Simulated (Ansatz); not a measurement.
# CH7NOSSi: one species, many methods

One table from this session's results is given with a row withheld; the runs are named, their logs left out.

Computed with Ansatz 0.2.0, Gaussian basis. Level: functionals in def2-TZVPP, the program's frozen cores in correlated methods.

Levels to be run: PBE-D4, r2SCAN-D4, PBE0-D4, B3LYP-D4, ωB97X-V, ωB97M-V, B2PLYP; CCSD(T)/def2-TZVPP; MP2/def2-QZVPP; extrapolation to the limit.

## The geometry

All runs share one geometry, relaxed beforehand with PBE0-D4 in a triple-zeta def2 set.

12 atoms, charge 0, spin multiplicity 1.

Atoms are counted from 1 here; the program's logs count them from 0.

Bond lengths: C1–S2 1.817 Å, C1–H6 1.090 Å, C1–H7 1.090 Å, C1–H8 1.088 Å, S2–Si3 2.118 Å, Si3–N4 1.703 Å, Si3–O5 1.646 Å, Si3–H9 1.487 Å, N4–H10 1.006 Å, N4–H11 1.007 Å, O5–H12 0.959 Å. Angles: S2–C1–H6 111.0°, S2–C1–H7 106.8°, S2–C1–H8 110.5°, H6–C1–H7 108.9°, H6–C1–H8 110.0°, H7–C1–H8 109.6°, C1–S2–Si3 101.2°, S2–Si3–N4 110.1°, S2–Si3–O5 104.7°, S2–Si3–H9 113.1°, N4–Si3–O5 113.6°, N4–Si3–H9 105.5°, O5–Si3–H9 110.0°, Si3–N4–H10 120.3°, Si3–N4–H11 122.0°, H10–N4–H11 112.2°, Si3–O5–H12 116.1°.

Set-up of the first run:

File in.yaml:

```yaml
crystal:
  periodic: [false, false, false]
  atoms:
    - {symbol: C, position_ang: [-1.856678, 1.200079, -0.383263]}
    - {symbol: S, position_ang: [-1.410484, -0.533924, -0.073319]}
    - {symbol: Si, position_ang: [0.704579, -0.426820, -0.112892]}
    - {symbol: N, position_ang: [1.374882, -1.856718, 0.525284]}
    - {symbol: O, position_ang: [1.070651, 0.920097, 0.759642]}
    - {symbol: H, position_ang: [-1.558791, 1.507387, -1.385515]}
    - {symbol: H, position_ang: [-2.941233, 1.265128, -0.302320]}
    - {symbol: H, position_ang: [-1.395971, 1.849957, 0.357693]}
    - {symbol: H, position_ang: [1.258113, -0.306822, -1.487691]}
    - {symbol: H, position_ang: [1.783531, -2.542883, -0.086635]}
    - {symbol: H, position_ang: [1.045354, -2.262795, 1.385727]}
    - {symbol: H, position_ang: [2.002947, 1.132014, 0.837191]}
basis:
  gaussian: {orbitals: def2-TZVPP}
hamiltonian: {xc: pbe, dispersion: d4}
output: {forces: true, orbitals: {seedname: orbitals}}
```

Command:

```bash
$ ansatz run in.yaml --threads 4 --pin off --events-out ev --progress --plain --max-ram 10444MiB
```

Steps of the session up to this table: PBE-D4 (GGA); r2SCAN-D4 (meta-GGA); PBE0-D4 (hybrid); B3LYP-D4 (hybrid); ωB97X-V (range-separated); ωB97M-V (range-separated); B2PLYP (double hybrid); CCSD(T) in def2-TZVPP; MP2 in def2-QZVPP.

One of the session's tables, all rows but one given; the rest of the session is left out.

It belongs to the step «Atomisation energies». 

| method | atomisation energy (eV) |
| --- | --- |
| PBE-D4 | ? |
| r2SCAN-D4 | 45.008 |
| PBE0-D4 | 44.849 |
| B3LYP-D4 | 44.983 |
| ωB97X-V | 45.243 |
| ωB97M-V | 45.273 |
| B2PLYP | 44.454 |
| HF/def2-TZVPP | 31.999 |
| MP2/def2-TZVPP | 44.387 |
| CCSD/def2-TZVPP | 43.061 |
| CCSD(T)/def2-TZVPP | 43.724 |
| MP2/CBS | 45.820 |
| CCSD(T)/CBS | 45.157 |

Q: Estimate the row for PBE-D4 from the others.

The run gave: atomisation energy (eV): 45.629. In the column «atomisation energy (eV)» it lies between ωB97M-V (45.273) and MP2/CBS (45.820).

Caveats from the session: Free atoms (1 C, 1 S, 1 Si, 1 N, 1 O, 7 H) were run apart at each level; the atomisation energy is their sum less the molecule, without zero-point or spin-orbit terms.
